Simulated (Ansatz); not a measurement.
Crystal: CuSn3.

```
Sn Cu
1.0
    -2.23990    2.23990    4.87070
     2.23990   -2.23990    4.87070
     2.23990    2.23990   -4.87070
Sn Cu
3 1
Direct
  0.50000 0.50000 0.00000
  0.25000 0.75000 0.50000
  0.75000 0.25000 0.50000
  0.00000 0.00000 0.00000
```

The cell comes from a database or a generator and needn't be the stable form of this composition.

```yaml
Program: Ansatz 0.2.0
Task: relaxation of cell and atoms
Functional: PBEsol
Dispersion: D3(BJ)-ATM
Potentials_or_basis: Ansatz PAW
Cutoff: "420 eV (not typed: the program's choice for these potentials)"
k_mesh: 8 × 8 × 8
Occupations: fermi-dirac, width 0.05 eV
Spin: no spin polarisation
```

At the start: volume 24.44 Å³/atom.

**Question.** Where does the relaxation end?

**Answer.** It ends after 6 steps and the volume is 21.67 Å³/atom (-11.3 %); space group I4/mmm (No. 139, to 0.05 Å).

Step by step:
| step | energy change (eV) | largest force (eV/Å) | volume (Å³) |
| --- | --- | --- | --- |
| 1 | 0.0000 | 0.0000 | 97.75 |
| 2 | -0.2399 | 0.0000 | 84.75 |
| 3 | -0.2493 | 0.0000 | 87.23 |
| 4 | -0.2502 | 0.0000 | 86.75 |
| 5 | -0.2503 | 0.0000 | 86.69 |
| 6 | -0.2473 | 0.0000 | 86.69 |

Final structure:
```yaml
crystal:
  lattice:
    - [-2.14721, 2.14721, 4.70083]
    - [2.14721, -2.14721, 4.70083]
    - [2.14721, 2.14721, -4.70083]
  atoms:
    - { symbol: Sn, position: [0.50000, 0.50000, 0.00000] }
    - { symbol: Sn, position: [0.25000, 0.75000, 0.50000] }
    - { symbol: Sn, position: [0.75000, 0.25000, 0.50000] }
    - { symbol: Cu, position: [0.00000, 0.00000, 0.00000] }
```

Caveat: the plane-wave basis is chosen anew once the cell has moved, so the energies of steps on either side of that aren't comparable; pairwise dispersion overbinds metals, which lowers pressure and volume; the PAW data sets come from PBE, with cores solved anew for the run's functional, which leaves a small shift of forces and pressure.
